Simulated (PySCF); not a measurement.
# RuOH₂: singlet, from a T-shaped (ligand arrangement 2) start

Aim: relax RuOH₂ as a singlet from a hand-made T-shaped (ligand arrangement 2) geometry, check by its vibrations whether the end is a minimum, and collect its spectrum and constants.

Method: PBE0, basis Ru def2-TZVP with ECP28, O def2-TZVP, H def2-TZVP, scalar-relativistic core potentials, no spin–orbit coupling, density fitting; program: PySCF 2.14.0.

### Step 1. Starting geometry

4 atoms, charge 0, spin multiplicity 1.

Bond lengths: Ru1–O2 1.710 Å, Ru1–H3 1.570 Å, Ru1–H4 1.570 Å. Angles: O2–Ru1–H3 88.0°, O2–Ru1–H4 88.0°, H3–Ru1–H4 176.0°.

Coordinates in bohr (charge 0 multiplicity 1):
```
Ru    0.0000    0.0000   -0.4328
O     0.0000    0.0000    2.7987
H     2.9650    0.0000   -0.3292
H    -2.9650    0.0000   -0.3292
```

### Step 2. Relaxing the singlet from the T-shaped (ligand arrangement 2) start

One driver script runs all steps and calls PySCF; scf.py shows how it sets up the SCF of each step. The optimiser is the driver's own. Before each start the driver seeks the lowest SCF state from one or more starting densities and follows internal instabilities, so scf.py alone need not reach the same state.

The program finds C2v symmetry in the start, which this walk keeps.

Input file scf.py:

```python
from pyscf import gto, scf, dft
mol = gto.M(atom='''
Ru     0.000000     0.000000    -0.229010
O      0.000000     0.000000     1.480990
H      1.569000    -0.000000    -0.174210
H     -1.569000     0.000000    -0.174210''',
    basis={'Ru': 'def2-TZVP', 'O': 'def2-TZVP', 'H': 'def2-TZVP'},
    ecp={'Ru': 'def2-TZVP'},
    charge=0, spin=0)
mf = dft.RKS(mol, xc='PBE0')
mf.grids.atom_grid = (50, 194)
aux = {'Ru': 'def2-universal-JKFIT', 'O': 'def2-universal-JKFIT', 'H': 'def2-universal-JKFIT'}
mf = mf.density_fit(auxbasis=aux)
mf.kernel()
```

Steps of the walk:

```
step  energy (Eh)  change (kJ/mol)  largest symmetric gradient (Eh/bohr)
   0  -171.076875             0.00                               0.20185
   1  -171.131632          -143.76                               0.05151
   2  -171.153052          -200.00                               0.02191
   3  -171.161159          -221.29                               0.02678
   4  -171.166994          -236.61                               0.02164
   5  -171.171464          -248.34                               0.00657
   6  -171.171836          -249.32                               0.00086
   7  -171.171844          -249.34                               0.00026
   8  -171.171844          -249.34                               0.00007
```

The walk needed 7.3 s of wall time on 4 threads, shared host.

After 8 steps and 249.3 kJ/mol it ends at C2v: Ru–H 1.615 Å (×2), Ru–O 1.590 Å; H–Ru–H 124.3°, H–Ru–O 117.8° (×2).

### Step 3. Frequencies

On the finer grid the gradient is checked again; gradients at displacements of ±0.01 bohr then give force constants and infrared intensities.

Edit scf.py of step 2 so:

```diff
@@ -3,4 +3,4 @@
-Ru     0.000000     0.000000    -0.229010
-O      0.000000     0.000000     1.480990
-H      1.569000    -0.000000    -0.174210
-H     -1.569000     0.000000    -0.174210''',
+Ru    -0.000000     0.000000    -0.199366
+O     -0.000000    -0.000000     1.390069
+H      1.428020    -0.000000    -0.953552
+H     -1.428020     0.000000    -0.953552''',
@@ -11 +11 @@
-mf.grids.atom_grid = (50, 194)
+mf.grids.atom_grid = (75, 302)
```

This SCF starts from the last density.

SCF at the final geometry:

```text
init E= -171.171832344101
  HOMO = -0.258303011575901  LUMO = -0.149662218499504  gap/eV = 2.95627
cycle= 1 E= -171.171832343501  delta_E= 6e-10  |g|= 6.02e-05  |ddm|= 4.58e-05
  HOMO = -0.258300884543335  LUMO = -0.14965266882724  gap/eV = 2.95647
cycle= 2 E= -171.171832336738  delta_E= 6.76e-09  |g|= 0.000202  |ddm|= 0.000117
  HOMO = -0.258298445734116  LUMO = -0.149655494792615  gap/eV = 2.95633
cycle= 3 E= -171.171832344028  delta_E= -7.29e-09  |g|= 3.11e-05  |ddm|= 8.78e-05
  HOMO = -0.258301232036505  LUMO = -0.149658541480672  gap/eV = 2.95632
cycle= 4 E= -171.171832344209  delta_E= -1.82e-10  |g|= 1.82e-07  |ddm|= 1.98e-05
  HOMO = -0.258301234222966  LUMO = -0.149658552694962  gap/eV = 2.95632
cycle= 5 E= -171.171832344208  delta_E= 1.02e-12  |g|= 3.75e-08  |ddm|= 3.07e-07
  HOMO = -0.258301241283629  LUMO = -0.149658561650831  gap/eV = 2.95632
Extra cycle  E= -171.17183234421  delta_E= -1.51e-12  |g|= 4.54e-08  |ddm|= 1.51e-07
converged SCF energy = -171.17183234421
```

The whole step took 15 s.

Geometry: C2v; Ru–H 1.615 Å (×2), Ru–O 1.589 Å; H–Ru–H 124.3°, H–Ru–O 117.8° (×2).

Modes, for the most abundant isotopes:

```tsv
symmetry	ω (cm⁻¹)	IR (km/mol)	μ (u)
b1	450i	236	1.08
b2	625	6.0	1.17
a1	868	80.0	1.02
a1	1128	205	17.84
b2	1985	102	1.03
a1	2020	52.3	1.01
```

1 mode is imaginary, the largest at 450i cm⁻¹: a saddle point, not a minimum.

Constants and moments:

| Item | Value |
| --- | --- |
| Dipole moment | 0.81 D |
| Highest occupied level | -7.03 eV |
| Lowest empty level | -4.07 eV |
| Rotational constants | 4.101, 0.4582, 0.4122 cm⁻¹ |
| Zero-point energy (real modes) | 39.6 kJ/mol |
| Principal polarisabilities | 43.7, 44.1, 49.9 bohr³ |
| Atomisation energy without zero-point energy | 937 kJ/mol |
| Principal traceless quadrupole moments about the centre of mass | -0.67, -0.35, 1.02 D Å |

Populations by atom (charges in e):

| atom | Mulliken | Löwdin | polar tensor | Mayer order to Ru1 |
| --- | --- | --- | --- | --- |
| Ru1 | 0.53 | 0.24 | 1.29 | – |
| O2 | -0.44 | -0.14 | -0.75 | 2.16 |
| H3,4 | -0.05 | -0.05 | -0.27 | 0.93 |

Outer orbital energies (eV). occupied: -27.90, -13.52, -13.31, -12.68, -11.02, -9.44, -8.00, -7.03; empty: -4.07, -2.77, -2.19, 0.18.

Mulliken populations on Ru1 (outside its core potential): s 2.81, p 6.29, d 6.34, f 0.02.

### Step 4. Following the imaginary mode

The atoms are moved a little along the softest imaginary mode and relaxed again.

The program finds Cs symmetry in the start, which this walk keeps.

Edit scf.py of step 3 so:

```diff
@@ -3,4 +3,4 @@
-Ru    -0.000000     0.000000    -0.199366
-O     -0.000000    -0.000000     1.390069
-H      1.428020    -0.000000    -0.953552
-H     -1.428020     0.000000    -0.953552''',
+Ru     0.000000    -0.003500    -0.199330
+O      0.000000     0.007175     1.390104
+H      1.428020     0.120000    -0.953517
+H     -1.428020     0.120000    -0.953517''',
@@ -11 +11 @@
-mf.grids.atom_grid = (75, 302)
+mf.grids.atom_grid = (50, 194)
```

Steps of the walk:

```
step  energy (Eh)  change (kJ/mol)  largest symmetric gradient (Eh/bohr)
   0  -171.172231             0.00                               0.00439
   1  -171.174310            -5.46                               0.01322
   2  -171.174847            -6.87                               0.00572
   3  -171.176258           -10.57                               0.00386
   4  -171.176691           -11.71                               0.00756
   5  -171.176907           -12.28                               0.00146
   6  -171.176924           -12.32                               0.00061
   7  -171.176928           -12.33                               0.00029
   8  -171.176929           -12.33                               0.00006
```

The walk took 7.4 s.

End point (Cs, 8 steps, 12.3 kJ/mol gained): Ru–H 1.592 Å (×2), Ru–O 1.617 Å; H–Ru–H 105.9°, H–Ru–O 115.4° (×2).

### Step 5. Vibrations and properties at this point

As before: finer grid, then central differences.

Edit scf.py of step 4 so:

```diff
@@ -3,4 +3,4 @@
-Ru     0.000000    -0.003500    -0.199330
-O      0.000000     0.007175     1.390104
-H      1.428020     0.120000    -0.953517
-H     -1.428020     0.120000    -0.953517''',
+Ru     0.000000    -0.057782    -0.196154
+O      0.000000     0.312411     1.377610
+H      1.271068     0.442180    -1.014975
+H     -1.271068     0.442180    -1.014975''',
@@ -11 +11 @@
-mf.grids.atom_grid = (50, 194)
+mf.grids.atom_grid = (75, 302)
```

SCF at the final geometry:

```text
init E= -171.176933821553
  HOMO = -0.258998975982478  LUMO = -0.144236087607371  gap/eV = 3.12286
cycle= 1 E= -171.176933818635  delta_E= 2.92e-09  |g|= 0.000133  |ddm|= 6.71e-05
  HOMO = -0.259009639500853  LUMO = -0.144240266229634  gap/eV = 3.12303
cycle= 2 E= -171.17693377476  delta_E= 4.39e-08  |g|= 0.000516  |ddm|= 0.000261
  HOMO = -0.259000421108247  LUMO = -0.144236192595841  gap/eV = 3.12289
cycle= 3 E= -171.176933821763  delta_E= -4.7e-08  |g|= 5.32e-06  |ddm|= 0.000207
  HOMO = -0.259000959208764  LUMO = -0.144236745860034  gap/eV = 3.12289
cycle= 4 E= -171.176933821767  delta_E= -4.83e-12  |g|= 6.49e-07  |ddm|= 3.91e-06
  HOMO = -0.259000800199442  LUMO = -0.144236613716007  gap/eV = 3.12289
Extra cycle  E= -171.176933821767  delta_E=    0  |g|= 8.91e-07  |ddm|= 1.6e-06
converged SCF energy = -171.176933821767
```

The whole step took 16 s.

Geometry: Cs; Ru–H 1.592 Å (×2), Ru–O 1.617 Å; H–Ru–H 105.9°, H–Ru–O 115.4° (×2).

Harmonic modes (main isotopes):

| symmetry | ω (cm⁻¹) | IR (km/mol) | μ (u) | type |
| --- | --- | --- | --- | --- |
| a' | 478 | 71.7 | 1.09 | bend |
| a'' | 680 | 22.7 | 1.12 | bend |
| a' | 727 | 65.4 | 1.05 | bend |
| a' | 1069 | 144 | 12.42 | stretch |
| a'' | 2069 | 106 | 1.02 | stretch |
| a' | 2098 | 59.1 | 1.02 | stretch |

All wavenumbers are real: a minimum.

Constants and moments:

```
Dipole moment                                                   : 2.18 D
Highest occupied level                                          : -7.05 eV
Lowest empty level                                              : -3.92 eV
Rotational constants                                            : 4.094, 0.4362, 0.4107 cm⁻¹
Zero-point energy                                               : 42.6 kJ/mol
Principal polarisabilities                                      : 32.9, 41.3, 46.2 bohr³
Atomisation energy without zero-point energy                    : 950 kJ/mol
Principal traceless quadrupole moments about the centre of mass : -1.83, -0.56, 2.39 D Å
Entropy at 298.15 K and 1 bar                                   : 259.4 J/(mol K)
Heat capacity Cp at 298.15 K                                    : 46.9 J/(mol K)
Enthalpy at 298.15 K above 0 K                                  : 11.21 kJ/mol
Rotational symmetry number                                      : 1
```

Populations by atom (charges in e):

| atom | Mulliken | Löwdin | polar tensor | Mayer order to Ru1 |
| --- | --- | --- | --- | --- |
| Ru1 | 0.53 | 0.24 | 1.13 | – |
| O2 | -0.48 | -0.19 | -0.72 | 2.04 |
| H3,4 | -0.03 | -0.03 | -0.21 | 0.93 |

Mulliken populations on Ru1 (outside its core potential): s 2.59, p 6.33, d 6.52, f 0.02.

### Step 6. Would spin polarisation lower it?

At the lowest minimum the closed shell is tested against spin polarisation, on the (50, 194) grid. It is unstable: an open-shell solution lies lower. That solution was not followed to a minimum here.

### Step 7. All stationary points

| spin | group | bonds | imaginary modes (cm⁻¹) | ΔE (kJ/mol) | with zero-point energy |
| --- | --- | --- | --- | --- | --- |
| singlet | Cs | Ru–H 1.592 Å (×2), Ru–O 1.617 Å | none | 0.0 | 0.0 |
| singlet | C2v | Ru–H 1.615 Å (×2), Ru–O 1.589 Å | 450i | 13.4 | – |

### Step 8. What came out

| quantity | value |
| --- | --- |
| minimum | singlet, Cs (closed shell, unstable towards spin polarisation) |
| geometry | Ru–H 1.592 Å (×2), Ru–O 1.617 Å; H–Ru–H 105.9°, H–Ru–O 115.4° (×2) |
| wavenumbers (cm⁻¹) | 478 (a'), 680 (a''), 727 (a'), 1069 (a'), 2069 (a''), 2098 (a') |
| dipole moment | 2.18 D |
| highest occupied, lowest empty level | -7.05, -3.92 eV |
| polar-tensor charge of Ru1 | +1.13 e |
| zero-point energy | 42.6 kJ/mol |

What this shows: The T-shaped (ligand arrangement 2) start (C2v) ends in a minimum of Cs symmetry, after a first stop at a saddle point 13.4 kJ/mol higher, from which it was pushed off along an imaginary mode. In the infrared the band at 1069 cm⁻¹ (a', stretch) leads. Only this shape and spin were tried, so other structures or states may lie lower. A stability analysis at the minimum finds the closed shell unstable towards spin polarisation: an open-shell solution lies lower, and these values are not those of the lowest state.

The search up to here needed 50 s of wall time on 4 threads, shared host.
